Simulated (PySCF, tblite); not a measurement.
# C3H9BF2Si: geometry, infrared bands and NMR shifts

What infrared bands and NMR shifts should C3H9BF2Si (`C[Si](C)(C)B(F)F`) show?

Programs: tblite 0.8.0 and PySCF 2.14.0, with density-fitted response routines of our own. Each step states its level of theory. These are calculated values for one molecule in the gas phase, unless marked as measured. Atoms are numbered from 0 throughout.

### Step 1. Starting geometry

16 atoms, charge 0, multiplicity 1; geometry from: force field or distance geometry start.

Bonds of the start (Å): C0–Si1 1.85, Si1–C2 1.84, Si1–C3 1.88, Si1–B4 1.95, B4–F5 1.45, B4–F6 1.46, C0–H7 1.11, C0–H8 1.11, C0–H9 1.09, C2–H10 1.12, C2–H11 1.11, C2–H12 1.09, C3–H13 1.11, C3–H14 1.11, C3–H15 1.11.

### Step 2. Relaxing the molecule with GFN2-xTB

Job settings and geometry (Å):

```
{"job": {"kind": "relax", "xc": "GFN2-xTB", "basis": "xTB"}, "charge": 0, "multiplicity": 1}
C     -0.795700    -1.057400    -1.191500
Si     0.022700     0.096600    -0.005300
C      1.271100     1.228700    -0.754700
C      0.768600    -0.973700     1.342500
B     -1.370600     1.138900     0.883100
F     -2.375200     0.317600     1.537800
F     -1.904100     2.321300     0.205500
H     -0.525000    -2.100500    -0.912000
H     -1.890700    -0.990300    -1.001300
H     -0.541700    -0.871000    -2.235000
H      0.761400     2.187000    -1.040100
H      2.071500     1.496700    -0.037500
H      1.759200     0.788000    -1.618200
H     -0.004100    -1.284500     2.073900
H      1.174000    -1.913600     0.912600
H      1.571000    -0.374800     1.828800
```

On the command line:

```sh
$ OMP_NUM_THREADS=1 python probes_run.py task.json out
```

The driver reads the jobs from task.json and runs them one after another.

**Question.** This job is followed by: GFN2-xTB harmonic vibrations, gas phase; GIAO PBE0/pcSseg-1 NMR shielding, non-relativistic, gas phase. Predict these results of the whole session: strongest single infrared mode (GFN2-xTB); zero-point energy (GFN2-xTB); 13C shifts against TMS (PBE0/pcSseg-1, means over atoms taken as alike); 1H shifts against TMS (PBE0/pcSseg-1, means over atoms taken as alike); 29Si shifts against TMS (PBE0/pcSseg-1); 11B shifts against BF3·OEt2 (PBE0/pcSseg-1); 19F shifts against CFCl3 (PBE0/pcSseg-1, means over atoms taken as alike).

As calculated:

| quantity | value |
| --- | --- |
| strongest single infrared mode (GFN2-xTB) | 1209 cm⁻¹, 304 km/mol |
| zero-point energy (GFN2-xTB) | 74.9 kcal/mol |
| 13C shifts against TMS (PBE0/pcSseg-1, means over atoms taken as alike) | -1.9 ppm |
| 1H shifts against TMS (PBE0/pcSseg-1, means over atoms taken as alike) | 0.11 ppm |
| 29Si shifts against TMS (PBE0/pcSseg-1) | -33.7 ppm |
| 11B shifts against BF3·OEt2 (PBE0/pcSseg-1) | 30.1 ppm |
| 19F shifts against CFCl3 (PBE0/pcSseg-1, means over atoms taken as alike) | -28.3 ppm |

**Reading.** The optimisation took 111 steps and gained 1.218 eV; among the close pairs (by a distance rule), B4–F6 changed most, from 1.464 to 1.322 Å. The lowest mode is slightly imaginary (4i cm⁻¹), a soft motion within the noise of the Hessian, so the minimum is not strictly shown. The strongest single mode, at 1209 cm⁻¹, moves mainly B4. GFN2-xTB is a fitted tight-binding method: band positions and strengths are rough. Its intensities can rank the bands wrongly. At PBE0/pcSseg-1: Shielding is most anisotropic at F5, F6 (span 370 ppm, paramagnetic term -269 ppm).
